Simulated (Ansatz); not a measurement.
Working through a relaxation of cell and ions of Co, space group P-3m1

With the Python package of Ansatz (0.2.0).

The cells in order, each with its output:

```python
from pathlib import Path
import json
import warnings

import ansatz as az
from ase import Atoms
from ase.io import write
from ase.neighborlist import neighbor_list
import numpy as np
```

```python
def edges_and_angles(cell):
    cell = np.asarray(cell)
    a, b, c = np.linalg.norm(cell, axis=1)
    cosines = cell[1] @ cell[2] / (b * c), cell[0] @ cell[2] / (a * c), cell[0] @ cell[1] / (a * b)
    return (a, b, c, *np.degrees(np.arccos(cosines)))
```

```python
warnings.simplefilter("ignore", az.DeckWarning)
```

```python
lattice = az.Lattice.of(
    [2.487365, 0.0, 0.0],
    [-1.243682, 2.154121, 0.0],
    [0.0, 0.0, 4.06329],
)
sites = [
    ("Co", [2 / 3, 1 / 3, 0.259861], 1.8),
    ("Co", [1 / 3, 2 / 3, 0.740139], -1.8),
]
structure = az.Crystal(lattice=lattice)
for symbol, position, moment in sites:
    structure = structure.atom(symbol, position, moment=moment or None)
```

```python
len(structure.resolved().sites)
```

    2

```python
# edges free, angles fixed
base = (
    structure.calculation()
    .kpoints(mesh=(14, 14, 8), center="gamma")
    .functional("pbesol")
    .occupations("fermi_dirac", width=0.1)
    .spin("collinear")
    .relax(force_tolerance=0.05, fix_cell=["angles"])
    .density()
    .potential()
    .electron_localization_function()
    .output_files(volumetric_format="npy")
)
res = base.run(events_out="events.ndjson")
with open("events.ndjson") as stream:
    events = [json.loads(line) for line in stream]
steps = [e["data"] for e in events if e["event"] == "relax_step"]
report = res.report
```

    RunWarning: the starting moments were not kept: 1 of 2 ended reversed and 1 kept their direction, counting a site from 0.1 μB. The largest reversed, site 0 (counted from 0, in the order of the report's site_moments_mub), started with +1.8 μB and closes at [...]

```python
report["n_iterations"], report["closed_by"]
```

    (7, 'deck_thresholds')

```python
{key: value for key, value in report.items() if isinstance(value, (int, float)) and "ev" in key}
```

    {'gap_by_band_count_ev': -6.535528972190903,
     'fermi_energy_ev': 19.564937961131797,
     'harris_foulkes_ev': -10186.012168348536,
     'scf_correction_max_component_ev_ang': 8.143610076513547e-06,
     'free_energy_ev': -10186.01216834852,
     'internal_energy_ev': -10185.952162080344,
     'lagrangian_ev': -10186.01216834852,
     'energy_sigma0_ev': -10185.982165214431,
     'lagrangian_sigma0_ev': -10185.982165214431,
     'lagrangian_above_aufbau_ev': -0.02773191991121427,
     'entropy_ts_ev': 0.06000626817521229,
     'loop_fermi_energy_ev': 19.564937961131797,
     'occupations_fermi_energy_ev': 19.5649379611318}

```python
for s in steps:
    flag = "" if s["accepted"] else "  (rejected)"
    print("step %2d  E = %.5f eV  largest force component = %.4f eV/A%s" % (s["step"], s["lagrangian_ev"], s["allowed_force_max_ev_ang"], flag))
```

    step  1  E = -10185.95664 eV  largest force component = 0.4755 eV/A
    step  2  E = -10185.99475 eV  largest force component = 0.3809 eV/A
    step  3  E = -10186.01221 eV  largest force component = 0.0054 eV/A
    step  4  E = -10186.01319 eV  largest force component = 0.0022 eV/A
    step  5  E = -10186.01217 eV  largest force component = 0.0022 eV/A
    step  6  E = -10186.01217 eV  largest force component = 0.0000 eV/A
    step  7  E = -10186.01217 eV  largest force component = 0.0000 eV/A

```python
first, last = steps[0], steps[-1]
symbols = [site.symbol for site in res.lattice.sites]
print(f"energy gained {first['lagrangian_ev'] - last['lagrangian_ev']:.4f} eV in {len(steps) - 1} steps")
for label, vectors in (("before", first["cell_ang"]), ("after", res.lattice.cell_ang)):
    print(label, "a b c (A) {:.4f} {:.4f} {:.4f}  angles {:.2f} {:.2f} {:.2f}".format(*edges_and_angles(vectors)), f" V = {abs(np.linalg.det(vectors)):.3f} A^3")
print("final stress xx yy zz (GPa, compression positive):", np.round(np.diag(report["stress_gpa"]), 3) + 0.0)
```

    energy gained 0.0555 eV in 6 steps
    before a b c (A) 2.4874 2.4874 4.0633  angles 90.00 90.00 120.00  V = 21.771 A^3
    after a b c (A) 2.4550 2.4550 3.9707  angles 90.00 90.00 120.00  V = 20.726 A^3
    final stress xx yy zz (GPa, compression positive): [ 0.002  0.002 -0.002]

```python
final = Atoms(symbols, positions=last["positions_ang"], cell=res.lattice.cell_ang, pbc=True)
i, j, d = neighbor_list("ijd", final, 4.5)
print("neighbours within 1.15 times the shortest distance of each atom (A)")
for atom in range(len(final)):
    near = [m for m in np.argsort(d) if i[m] == atom]
    shell = [m for m in near if d[m] < 1.15 * d[near[0]]]
    print(f"{symbols[atom]}{atom} ({len(shell)}):", ", ".join(f"{symbols[j[m]]} {d[m]:.3f}" for m in shell))
```

    neighbours within 1.15 times the shortest distance of each atom (A)
    Co0 (12): Co 2.439, Co 2.439, Co 2.439, Co 2.439, Co 2.439, Co 2.439, Co 2.455, Co 2.455, Co 2.455, Co 2.455, Co 2.455, Co 2.455
    Co1 (12): Co 2.439, Co 2.439, Co 2.439, Co 2.439, Co 2.439, Co 2.439, Co 2.455, Co 2.455, Co 2.455, Co 2.455, Co 2.455, Co 2.455

```python
relaxed = Atoms(symbols, positions=[site.position_ang for site in res.lattice.sites], cell=res.lattice.cell_ang, pbc=True)
write("relaxed.cif", relaxed, format="cif")
```

```python
print(f"free energy      {report['free_energy_ev']:.5f} eV")
print(f"per atom         {report['free_energy_ev'] / len(res.lattice.sites):.5f} eV")
print(f"SCF iterations   {report['n_iterations']}  (converged: {report['converged']})")
```

    free energy      -10186.01217 eV
    per atom         -5093.00608 eV
    SCF iterations   7  (converged: True)

```python
folder = Path(res.write_results("fields"))
print("densities in e/A^3, potentials in eV, ELF without unit")
for name in sorted(p.name for p in folder.glob("*.npy")):
    field = np.load(folder / name)
    print(f"{name:16s} {str(field.shape):16s} min {field.min():10.4f}  mean {field.mean():10.4f}  max {field.max():10.4f}")
```

    densities in e/A^3, potentials in eV, ELF without unit
    elf.npy          (18, 18, 27)     min     0.1485  mean     0.2776  max     0.9867
    elf_dn.npy       (18, 18, 27)     min     0.1569  mean     0.2534  max     0.9866
    elf_up.npy       (18, 18, 27)     min     0.1286  mean     0.3049  max     0.9867
    rho.npy          (18, 18, 27)     min     0.2063  mean     1.6405  max    56.2491
    rho_spin.npy     (18, 18, 27)     min    -7.1917  mean    -0.1493  max     0.0262
    v_es.npy         (18, 18, 27)     min   -53.1688  mean     8.1867  max    22.4909
    v_tot_dn.npy     (18, 18, 27)     min   -90.7850  mean    -5.5580  max    12.8224
    v_tot_up.npy     (18, 18, 27)     min   -90.7382  mean    -5.4869  max    12.2990

```python
rho = res.density()
up, down = (channel.density_e_per_ang3 for channel in rho.channels)
voxel = rho.cell_volume_ang3 / up.size
print([str(channel.component) for channel in rho.channels], rho.dims)
print(f"integral of up - down {np.sum(up - down) * voxel:.4f}, of its modulus {np.sum(np.abs(up - down)) * voxel:.4f} muB on the grid")
print(f"spin density from {np.min(up - down):.4f} to {np.max(up - down):.4f} e/A^3")
```

    ['up', 'down'] (18, 18, 27)
    integral of up - down -3.0949, of its modulus 3.3695 muB on the grid
    spin density from -7.1917 to 0.0262 e/A^3

`relaxed.cif`, as written:
```cif
data_image0
_chemical_formula_structural       Co2
_chemical_formula_sum              "Co2"
_cell_length_a       2.455037406869397
_cell_length_b       2.455037406869397
_cell_length_c       3.9706689961810984
_cell_angle_alpha    90.0
_cell_angle_beta     90.0
_cell_angle_gamma    120.00000000000001

_space_group_name_H-M_alt    "P 1"
_space_group_IT_number       1

loop_
  _space_group_symop_operation_xyz
  'x, y, z'

loop_
  _atom_site_type_symbol
  _atom_site_label
  _atom_site_symmetry_multiplicity
  _atom_site_fract_x
  _atom_site_fract_y
  _atom_site_fract_z
  _atom_site_occupancy
  Co  Co1       1.0  0.6666666662919495  0.33333333370805074  0.2500006444717663  1.0000
  Co  Co2       1.0  0.3333333337080507  0.6666666662919494  0.7499993555282336  1.0000
```

Notes:
- Total energies depend on the potentials; only differences at equal settings carry meaning.
- The SCF didn't keep the moments it started from (some shrank, vanished or turned); what is printed is the state reached.
- Only differences from the Fermi energy are physical; the zero of the scale is a convention.
- Energies along a relaxation are free energies. Rows at an unchanged volume are solved on a plane-wave basis chosen afresh for that cell, so the energy jumps there and such rows are no steps of the walk.
- A gap by band count of zero or less means overlapping bands, a metal.
- The cell relaxed to the group P6_3/mmc; tensors and edges are in the axes of the typed cell.
- Grid values close to the nuclei reflect the PAW or pseudopotential construction, not the all-electron fields.
- This isn't the structure that Co takes at ambient conditions.
- Gaps and levels are Kohn-Sham values on a finite set of k-points.
- Warnings are shown shortened and without file and line.
- The script silences the warnings on its input, which a real study should read.
- Run time: 7 min on 1 thread of Arm Neoverse V2, on a shared host, peak memory 0.85 GiB.
